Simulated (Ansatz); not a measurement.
# Sr (fcc type): how the settings move a single-point run

Aim: see which settings change the result for Sr (fcc type), by how much, and at what cost.

Computed with Ansatz 0.2.0 (reference: DFT, LDA, PAW with Ansatz's default frozen-core files, scalar-relativistic, unless a step's input says otherwise).

**1. The structure to begin with**

Symmetry: Fm-3m, No. 225, cubic system. The conventional cell has a = 5.793 Å, b = 5.793 Å, c = 5.793 Å, α = 90.00°, β = 90.00°, γ = 90.00°. Around Sr (site symmetry m-3m) lie 12 Sr at 4.10 Å.

Structure file:

```cif
data_structure
_symmetry_space_group_name_H-M 'Fm-3m'
_symmetry_Int_Tables_number 225
_cell_length_a 5.7926
_cell_length_b 5.7926
_cell_length_c 5.7926
_cell_angle_alpha 90.000
_cell_angle_beta 90.000
_cell_angle_gamma 90.000
_cell_volume 194.37
loop_
_atom_site_label
_atom_site_type_symbol
_atom_site_symmetry_multiplicity
_atom_site_Wyckoff_symbol
_atom_site_fract_x
_atom_site_fract_y
_atom_site_fract_z
_atom_site_occupancy
Sr1 Sr 4 a 0.00000 0.00000 0.00000 1
```

**2. The reference run**

The input, input.yaml:

```yaml
crystal:
  lattice:
    - [0.0, 2.8963165491, 2.8963165491]
    - [2.8963165491, 0.0, 2.8963165491]
    - [2.8963165491, 2.8963165491, 0.0]
  atoms:
    - { symbol: Sr, position: [0.0, 0.0, 0.0] }
kpoints:
  mp_grid: { grid: [13, 13, 13] }
  band_path:
    path:
      - [0.0, 0.0, 0.0]
      - [0.5, 0.0, 0.5]
      - [0.625, 0.25, 0.625]
      - [0.375, 0.375, 0.75]
      - [0.0, 0.0, 0.0]
      - [0.5, 0.5, 0.5]
      - [0.5, 0.25, 0.75]
      - [0.5, 0.0, 0.5]
    npoints: 8
scf:
  occupations: { method: fermi_dirac, width: 0.05 }
hamiltonian:
  xc: lda
  pseudopotentials: { kind: paw }
output:
  forces: true
  stress: true
  eigenvalues: true
  populations: true
  dos: { projected: true, de: 0.2, e_range: [-14, 8] }
  write_density: true
  write_potential: true
  elf: true
  volumetric_format: npy
```

Started as:

```console
ansatz run input.yaml --threads 1 --pin off --max-ram 2048MiB --backend cpu --events-out ev --progress --plain --runs-dir out
```

**3. Changed: mp_grid.grid [10, 10, 10], xc_grid 2**

input.yaml: that of step 2 with these lines changed.

```diff
@@ -8,3 +8,3 @@
 kpoints:
-  mp_grid: { grid: [13, 13, 13] }
+  mp_grid: { grid: [10, 10, 10] }
   band_path:
@@ -30,6 +30,3 @@
   populations: true
-  dos: { projected: true, de: 0.2, e_range: [-14, 8] }
-  write_density: true
-  write_potential: true
-  elf: true
-  volumetric_format: npy
+basis:
+  xc_grid: 2
```

Before running it: what results should come out? Wanted: for each run, ending; energy change; pressure; gap; force.

As calculated:

| run | ending | energy change | pressure (GPa) | gap (eV) | force (eV/Å) | cycles | time |
| --- | --- | --- | --- | --- | --- | --- | --- |
| reference | converged | 0 | 0.0 | 0.02 | 0.00 | 6 | 3.5 s |
| 1: mp_grid.grid [10, 10, 10], xc_grid 2 | converged | -0.1 meV/atom | 0.0 | 0.01 | 0.00 | 6 | 2.1 s |

Times don't compare one to one where runs were asked for different outputs or read a saved state (see the inputs); cycles may leave out searches for a lower state.

Residual by cycle in the longest SCF loop of each run; runs are numbered as in the table. The quantity is the density residual dr2, in eV.

```
cycle  reference    run 1
    1    0.00188  0.00188
    2     5.6e-4   5.6e-4
    3     1.5e-5   1.3e-5
    4     1.3e-6   1.4e-6
    5     7.7e-9   7.8e-9
    6    3.2e-11  2.2e-11
```

What this shows: Changing the k-point mesh and numerical grids leaves the energy as it was (-0.1 meV/atom).
